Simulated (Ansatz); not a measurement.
# F3H4InOSi: how energies converge with the basis set

How large a basis does F3H4InOSi need? Two functionals are run in growing sets.

Computed with Ansatz 0.2.0, Gaussian basis. Level: one geometry, several basis sets.

Plan: PBE0-D4/def2-SVP; ωB97M-V/def2-SVP; PBE0-D4/def2-QZVPP; ωB97M-V/def2-QZVPP; the functionals' def2-TZVPP values are taken from earlier runs.

## 1. The relaxed structure

All runs share one geometry, relaxed beforehand with PBE0-D4 in a triple-zeta def2 set. In takes the def2 core potential; no spin-orbit term is included.

SMILES `[F][In-]([F])([F])[OH+][SiH3]`, 10 atoms, charge 0, spin multiplicity 1.

Atoms are counted from 1 here; the program's logs count them from 0.

Bond lengths: F1–In2 1.933 Å, In2–F3 1.956 Å, In2–F4 1.933 Å, In2–O5 2.219 Å, O5–Si6 1.713 Å, O5–H7 0.960 Å, Si6–H8 1.472 Å, Si6–H9 1.486 Å, Si6–H10 1.473 Å. Angles: F1–In2–F3 118.9°, F1–In2–F4 118.4°, F1–In2–O5 104.2°, F3–In2–F4 119.1°, F3–In2–O5 80.9°, F4–In2–O5 103.5°, In2–O5–Si6 120.4°, In2–O5–H7 123.3°, Si6–O5–H7 116.3°, O5–Si6–H8 109.0°, O5–Si6–H9 102.6°, O5–Si6–H10 109.2°, H8–Si6–H9 110.6°, H8–Si6–H10 114.3°, H9–Si6–H10 110.5°.

## 2. PBE0-D4 in def2-SVP

in.yaml reads:

```yaml
crystal:
  periodic: [false, false, false]
  atoms:
    - {symbol: F, position_ang: [-1.655707, -2.662393, -0.383600]}
    - {symbol: In, position_ang: [-0.112679, -1.623419, -0.908826]}
    - {symbol: F, position_ang: [1.338624, -1.367706, 0.377689]}
    - {symbol: F, position_ang: [0.256398, -1.415874, -2.795182]}
    - {symbol: O, position_ang: [-0.593003, 0.439277, -0.245026]}
    - {symbol: Si, position_ang: [0.384980, 1.223984, 0.922742]}
    - {symbol: H, position_ang: [-1.322543, 0.951486, -0.602339]}
    - {symbol: H, position_ang: [0.314859, 0.474784, 2.188336]}
    - {symbol: H, position_ang: [-0.275323, 2.547491, 1.061943]}
    - {symbol: H, position_ang: [1.747695, 1.381267, 0.387163]}
basis:
  gaussian: {orbitals: def2-SVP}
hamiltonian: {xc: pbe0, dispersion: d4}
output: {orbitals: {seedname: orbitals}}
```

Command:

```bash
$ ansatz run in.yaml --threads 4 --pin off --events-out ev --progress --plain --max-ram 11315MiB
```

The runs that follow: ωB97M-V in def2-SVP; PBE0-D4 in def2-QZVPP; ωB97M-V in def2-QZVPP.

Q: Predict the results of all the runs planned. Wanted: PBE0-D4: double and triple zeta above quadruple; ωB97M-V: double and triple zeta above quadruple.

The runs gave:

| quantity | value |
| --- | --- |
| PBE0-D4: double and triple zeta above quadruple | 17.09, 0.95 eV |
| ωB97M-V: double and triple zeta above quadruple | 17.34, 0.88 eV |

**Reading.** PBE0-D4 gains 16.15 eV from double to triple zeta, then 0.95 eV more. These are total energies; as a rule much of such shifts cancels in differences, which this series doesn't test.
